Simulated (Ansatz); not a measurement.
# LaBr: the cost of one run

Computed with Ansatz 0.2.0 (DFT LDA, with the methods named in each step, unless a step's input says otherwise).

### 1 The structure to begin with

Symmetry: R-3m, No. 166, trigonal system. Conventional cell: a = 4.132 Å, b = 4.132 Å, c = 31.904 Å, α = 90.00°, β = 90.00°, γ = 120.00°. Around La (site symmetry 3m) lie 3 Br at 3.07 Å. Br (site symmetry 3m) has 3 La at 3.07 Å as nearest neighbours.

Coordinates:

```cif
data_structure
_symmetry_space_group_name_H-M 'R-3m:H'
_symmetry_Int_Tables_number 166
_cell_length_a 4.1321
_cell_length_b 4.1321
_cell_length_c 31.9037
_cell_angle_alpha 90.000
_cell_angle_beta 90.000
_cell_angle_gamma 120.000
_cell_volume 471.75
loop_
_atom_site_label
_atom_site_type_symbol
_atom_site_symmetry_multiplicity
_atom_site_Wyckoff_symbol
_atom_site_fract_x
_atom_site_fract_y
_atom_site_fract_z
_atom_site_occupancy
La1 La 6 c 0.00000 0.00000 0.88011 1
Br1 Br 6 c 0.66667 0.33333 0.94076 1
```

The file gives the conventional cell by its symmetry; the runs use the cell typed in the input.

Atoms are numbered in the order of the input: La1, La2, Br3, Br4.

### 2 Free moments, LAPW

Input file input.yaml:

```yaml
crystal:
  lattice:
    - [2.066044927, 1.1928315948, 10.6345596304]
    - [-2.066044927, 1.1928315948, 10.6345596304]
    - [0.0, -2.3856631895, 10.6345596304]
  atoms:
    - { symbol: La, position: [0.880107, 0.880107, 0.880107], spin: -0.2 }
    - { symbol: La, position: [0.119893, 0.119893, 0.119893], spin: -0.2 }
    - { symbol: Br, position: [0.607426, 0.607426, 0.607426] }
    - { symbol: Br, position: [0.392574, 0.392574, 0.392574] }
magnetization:
  spin_polarized: true
kpoints:
  mp_grid: { grid: [8, 8, 8] }
scf:
  occupations: { method: fermi_dirac, width: 0.05 }
  lower_state_search: "off"
hamiltonian:
  xc: lda
  pseudopotentials: { kind: all_electron, lapw: { basis_error: 0.001 } }
output:
  forces: true
  stress: true
  eigenvalues: false
  populations: true
  dos: { projected: true, de: 0.1, e_range: [-8, 5] }
```

The run is started by

```bash
$ ansatz run input.yaml --threads 2 --pin off --max-ram 6144MiB --backend cpu --events-out ev --progress --plain --runs-dir out
```

**Question.** How long does this run take on 2 threads of Intel Xeon 6975P-C (Granite Rapids), shared host, and how much memory does it need?

About 76 s, with a peak of 1.1 GiB.
